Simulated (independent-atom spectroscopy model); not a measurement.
# X-ray reflectivity of Hf/Al2O3

Aim: the reflectivity curve of a film of Hf on Al2O3 at 17479 eV, its critical edge and its fringes.

Program: independent-atom spectroscopy model, version 2. Model: specular X-ray reflectivity by Parratt recursion with Nevot-Croce roughness and Henke factors; layers from the top, each with the roughness of its top surface, no beam divergence or background. All values are calculated.

### 1 The sample, from the top down

| layer | thickness (nm) | density (g/cm³) | roughness of its top (nm) |
| --- | --- | --- | --- |
| Hf | 24.4 | 12.51 | 0.18 |
| Al2O3 | substrate | 3.95 | 0.93 |

### 2 Parratt recursion

Given to the script:

```json
{
  "layers": ["Hf", "Al2O3"],
  "layer_density": [12.51, 3.95],
  "layer_thickness": [24.4, null],
  "layer_roughness": [0.18, 0.93],
  "photon_energy": 17479.3,
  "grazing_angle": [0.07, 0.09, 0.11, 0.13, 0.15, 0.17, 0.19, 0.21, 0.23, 0.25, 0.27, 0.29, 0.31, 0.33, 0.35, 0.37, 0.39, 0.41, 0.43, 0.45, 0.47, 0.49, 0.51, 0.53, 0.55, 0.57, 0.59, 0.61, 0.63, 0.65, 0.67, 0.69, 0.71, 0.73, 0.75, 0.77, 0.79, 0.81, 0.83, 0.85, 0.87, 0.89, 0.91, 0.93, 0.95, 0.97, 0.99, 1.01, 1.03, 1.05]
}
```

Units: layer_density in g/cm³, layer_thickness in nm, layer_roughness in nm, photon_energy in eV, grazing_angle in degrees.

What does the calculation give? Wanted: angle of half reflection; minima past half reflection; their mean spacing, the first left out; reflectivity at 1.05°.

**Answer**, as computed:

```
                              quantity     value
                            wavelength  0.7093 Å
              angle of half reflection    0.209°
           minima past half reflection         8
their mean spacing, the first left out    0.077°
 reflectivity at 1.05° (q = 3.25 1/nm)   7.8e-05
```

What this shows: Past about 0.21° the stack reflects less than half of the beam. Minima follow each other every 0.077°; λ/2d for the whole 24.4 nm gives 0.083°; near the critical angle refraction packs the fringes closer than that. From the first angle to the last the reflectivity drops by 4.1 orders of magnitude. A measurement adds beam divergence and background, which fill sharp minima.
